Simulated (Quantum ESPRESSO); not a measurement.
# CsPbBr3 (Pm-3m) in Quantum ESPRESSO: a series of runs, part 2 of 2

Quantum ESPRESSO 7.5. The steps go on from the part before.

## (4) Band structure, r2SCAN

File pw.in:

```
&CONTROL
  calculation = 'scf'
  prefix = 'pwscf'
  outdir = './tmp'
  pseudo_dir = './pseudo'
  tprnfor = .true.
  tstress = .true.
  disk_io = 'low'
/
&SYSTEM
  ibrav = 0
  nat = 5
  ntyp = 3
  ecutwfc = 56
  nbnd = 31
  input_dft = 'r2scan'
  occupations = 'smearing'
  smearing = 'fd'
  degauss = 0.00367493
  nosym = .true.
/
&ELECTRONS
  conv_thr = 1d-08
  electron_maxstep = 120
  mixing_beta = 0.5
/
ATOMIC_SPECIES
Pb   207.2000 Pb_ONCV_PBE-1.2.upf
Cs   132.9055 Cs_ONCV_PBE-1.2.upf
Br    79.9040 Br_ONCV_PBE-1.2.upf
CELL_PARAMETERS angstrom
   5.8700000000    0.0000000000    0.0000000000
   0.0000000000    5.8700000000    0.0000000000
   0.0000000000    0.0000000000    5.8700000000
ATOMIC_POSITIONS crystal
Pb     0.5000000000    0.5000000000    0.5000000000
Cs     0.0000000000    0.0000000000    0.0000000000
Br     0.5000000000    0.5000000000    0.0000000000
Br     0.5000000000    0.0000000000    0.5000000000
Br     0.0000000000    0.5000000000    0.5000000000
K_POINTS automatic
5 5 5 0 0 0
```

File bands.in:

```
&CONTROL
  calculation = 'bands'
  prefix = 'pwscf'
  outdir = './tmp'
  pseudo_dir = './pseudo'
  disk_io = 'low'
  verbosity = 'high'
/
&SYSTEM
  ibrav = 0
  nat = 5
  ntyp = 3
  ecutwfc = 56
  nbnd = 31
  input_dft = 'r2scan'
  occupations = 'smearing'
  smearing = 'fd'
  degauss = 0.00367493
  nosym = .true.
/
&ELECTRONS
  conv_thr = 1d-08
  electron_maxstep = 120
  mixing_beta = 0.5
  diago_full_acc = .true.
  startingwfc = 'random'
/
ATOMIC_SPECIES
Pb   207.2000 Pb_ONCV_PBE-1.2.upf
Cs   132.9055 Cs_ONCV_PBE-1.2.upf
Br    79.9040 Br_ONCV_PBE-1.2.upf
CELL_PARAMETERS angstrom
   5.8700000000    0.0000000000    0.0000000000
   0.0000000000    5.8700000000    0.0000000000
   0.0000000000    0.0000000000    5.8700000000
ATOMIC_POSITIONS crystal
Pb     0.5000000000    0.5000000000    0.5000000000
Cs     0.0000000000    0.0000000000    0.0000000000
Br     0.5000000000    0.5000000000    0.0000000000
Br     0.5000000000    0.0000000000    0.5000000000
Br     0.0000000000    0.5000000000    0.5000000000
K_POINTS crystal
60
 0.0000000000  0.0000000000  0.0000000000 1
 0.0000000000  0.0714285714  0.0000000000 1
 0.0000000000  0.1428571429  0.0000000000 1
 0.0000000000  0.2142857143  0.0000000000 1
 0.0000000000  0.2857142857  0.0000000000 1
 0.0000000000  0.3571428571  0.0000000000 1
 0.0000000000  0.4285714286  0.0000000000 1
 0.0000000000  0.5000000000  0.0000000000 1
 0.0714285714  0.5000000000  0.0000000000 1
 0.1428571429  0.5000000000  0.0000000000 1
 0.2142857143  0.5000000000  0.0000000000 1
 0.2857142857  0.5000000000  0.0000000000 1
 0.3571428571  0.5000000000  0.0000000000 1
 0.4285714286  0.5000000000  0.0000000000 1
 0.5000000000  0.5000000000  0.0000000000 1
 0.4545454545  0.4545454545  0.0000000000 1
 0.4090909091  0.4090909091  0.0000000000 1
 0.3636363636  0.3636363636  0.0000000000 1
 0.3181818182  0.3181818182  0.0000000000 1
 0.2727272727  0.2727272727  0.0000000000 1
 0.2272727273  0.2272727273  0.0000000000 1
 0.1818181818  0.1818181818  0.0000000000 1
 0.1363636364  0.1363636364  0.0000000000 1
 0.0909090909  0.0909090909  0.0000000000 1
 0.0454545455  0.0454545455  0.0000000000 1
 0.0000000000  0.0000000000  0.0000000000 1
 0.0357142857  0.0357142857  0.0357142857 1
 0.0714285714  0.0714285714  0.0714285714 1
 0.1071428571  0.1071428571  0.1071428571 1
 0.1428571429  0.1428571429  0.1428571429 1
 0.1785714286  0.1785714286  0.1785714286 1
 0.2142857143  0.2142857143  0.2142857143 1
 0.2500000000  0.2500000000  0.2500000000 1
 0.2857142857  0.2857142857  0.2857142857 1
 0.3214285714  0.3214285714  0.3214285714 1
 0.3571428571  0.3571428571  0.3571428571 1
 0.3928571429  0.3928571429  0.3928571429 1
 0.4285714286  0.4285714286  0.4285714286 1
 0.4642857143  0.4642857143  0.4642857143 1
 0.5000000000  0.5000000000  0.5000000000 1
 0.4545454545  0.5000000000  0.4545454545 1
 0.4090909091  0.5000000000  0.4090909091 1
 0.3636363636  0.5000000000  0.3636363636 1
 0.3181818182  0.5000000000  0.3181818182 1
 0.2727272727  0.5000000000  0.2727272727 1
 0.2272727273  0.5000000000  0.2272727273 1
 0.1818181818  0.5000000000  0.1818181818 1
 0.1363636364  0.5000000000  0.1363636364 1
 0.0909090909  0.5000000000  0.0909090909 1
 0.0454545455  0.5000000000  0.0454545455 1
 0.0000000000  0.5000000000  0.0000000000 1
 0.5000000000  0.5000000000  0.0000000000 1
 0.5000000000  0.5000000000  0.0625000000 1
 0.5000000000  0.5000000000  0.1250000000 1
 0.5000000000  0.5000000000  0.1875000000 1
 0.5000000000  0.5000000000  0.2500000000 1
 0.5000000000  0.5000000000  0.3125000000 1
 0.5000000000  0.5000000000  0.3750000000 1
 0.5000000000  0.5000000000  0.4375000000 1
 0.5000000000  0.5000000000  0.5000000000 1
```

Potentials or basis: SG15 PBE 1.2.

The run is started by

```console
OMP_NUM_THREADS=1 mpirun -n 2 pw.x -nk 2 -in pw.in > pw.out
OMP_NUM_THREADS=1 mpirun -n 2 pw.x -nk 2 -in bands.in > bands.out
```

pw.out:

```text
This program is part of the open-source Quantum ESPRESSO suite
     for quantum simulation of materials; please cite
         "P. Giannozzi et al., J. Phys.:Condens. Matter 21 395502 (2009);
         "P. Giannozzi et al., J. Phys.:Condens. Matter 29 465901 (2017);
         "P. Giannozzi et al., J. Chem. Phys. 152 154105 (2020);
     in publications or presentations arising from this work. More details at

     IMPORTANT: XC functional enforced from input :
     Exchange-correlation= R2SCAN
                           (   0   0   0   0   0 497 498)
     Any further DFT definition will be discarded
     Please, verify this is what you really want

     K-points division:     npool     =       2
     Subspace diagonalization in iterative solution of the eigenvalue problem:
     a serial algorithm will be used

     G-vector sticks info
     --------------------
[... 702 lines left out ...]
   -11.0744  -4.9723  -4.7513  -4.7504  -4.7324  -0.0920   0.1310   0.7005
     1.0039   1.2050   1.5534   1.6269   1.7147   2.1169   6.5435   8.0698
     8.0786   8.9054   9.3941   9.4873  10.1675  10.2773  10.5448

     the Fermi energy is     4.5505 ev

!    total energy              =    -234.16898729 Ry
     estimated scf accuracy    <          8.4E-09 Ry
     smearing contrib. (-TS)   =      -0.00000000 Ry
     internal energy E=F+TS    =    -234.16898729 Ry

     The total energy is F=E-TS. E is the sum of the following terms:
     one-electron contribution =     -92.84517470 Ry
     hartree contribution      =      61.34283731 Ry
     xc contribution           =     -35.62292402 Ry
     ewald contribution        =    -167.04372588 Ry

     convergence has been achieved in  13 iterations

     Forces acting on atoms (cartesian axes, Ry/au):

     atom    1 type  1   force =    -0.00000323   -0.00000553    0.00000461
     atom    2 type  2   force =    -0.00000059    0.00000113    0.00000006
     atom    3 type  3   force =     0.00000296    0.00000220   -0.00000143
     atom    4 type  3   force =     0.00000027    0.00000144   -0.00000473
     atom    5 type  3   force =     0.00000059    0.00000076    0.00000150

     Total force =     0.000010     Total SCF correction =     0.000032
     SCF correction compared to forces is large: reduce conv_thr to get better values

     Computing stress (Cartesian axis) and pressure

          total   stress  (Ry/bohr**3)                   (kbar)     P=        3.70
   0.00002518  -0.00000000  -0.00000000            3.70       -0.00       -0.00
  -0.00000000   0.00002518  -0.00000000           -0.00        3.70       -0.00
  -0.00000000  -0.00000000   0.00002518           -0.00       -0.00        3.70

=------------------------------------------------------------------------------=
   JOB DONE.
=------------------------------------------------------------------------------=
```

Wall time 15 min (2 MPI ranks of Intel Xeon Platinum 8488C (Sapphire Rapids), shared host); peak memory 0.64 GiB.

What came out:

* Free energy: -3186.0314 eV
* Pressure: 0.4 GPa
* Band gap along the path: 1.97 eV, direct

Levels at the corners of the path, in eV from the valence-band top:
```
point  band 20  band 21  band 22  band 23  band 24  band 25
    Γ    -1.93    -1.93    -1.93     3.67     4.69     4.69
    X    -2.04    -2.04    -1.34     2.98     5.14     5.70
    M    -2.12    -1.56    -0.66     2.50     2.50     5.40
    Γ    -1.93    -1.93    -1.93     3.67     4.69     4.69
    R    -1.55    -1.55     0.00     1.97     1.97     1.97
    X    -2.04    -2.04    -1.34     2.98     5.14     5.70
    M    -2.12    -1.56    -0.66     2.50     2.50     5.40
    R    -1.55    -1.55     0.00     1.97     1.97     1.97
```

Caveat: the potentials were made for another functional, which shifts forces and pressure; some levels on the path didn't converge; spin-orbit coupling is left out, which moves the levels of the heavy elements.

## (5) The reference run

An earlier run on the cell as given: functional PBE; potentials or basis SSSP 1.3 efficiency PBE; cutoff 748 eV; density cutoff 5987 eV; k mesh 5 × 5 × 5; occupations fermi-dirac, width 0.05 eV; no spin polarisation.

- Pressure: 1.4 GPa
- Band gap on the k mesh: 2.65 eV, direct

## (6) Summary

| task | level | potentials or basis | cutoff (eV) | SCF threshold | form of the LDA correlation | symmetry | pressure (GPa) |
| --- | --- | --- | --- | --- | --- | --- | --- |
| band structure | PBE | SSSP 1.3 efficiency PBE | 748 | 1e-09 Ry | - | - | 1.4 |
| band structure | LDA | GBRV 1.5 LDA | 612 | 1e-09 Ry | PZ81 | - | -1.3 |
| band structure | r2SCAN | SG15 PBE 1.2 | 762 | 1e-08 Ry | - | off | 0.4 |
| single point | PBE | SSSP 1.3 efficiency PBE | 748 | 1e-09 Ry | - | - | 1.4 |

Alike in all rows: no spin polarisation; cell as given; k mesh 5 × 5 × 5; smearing fermi-dirac 0.05 eV.

Caveats: some levels on the path didn't converge (some runs); spin-orbit coupling is left out, which moves the levels of the heavy elements (some runs); the potentials were made for another functional, which shifts forces and pressure (some runs); spin-orbit coupling is left out, which as a rule narrows the gap of such compounds by several tenths of an eV (some runs); an odd mesh through Γ misses points on the zone boundary, where band edges often lie (some runs).

Absolute energies hang on the potentials; compare differences alone.
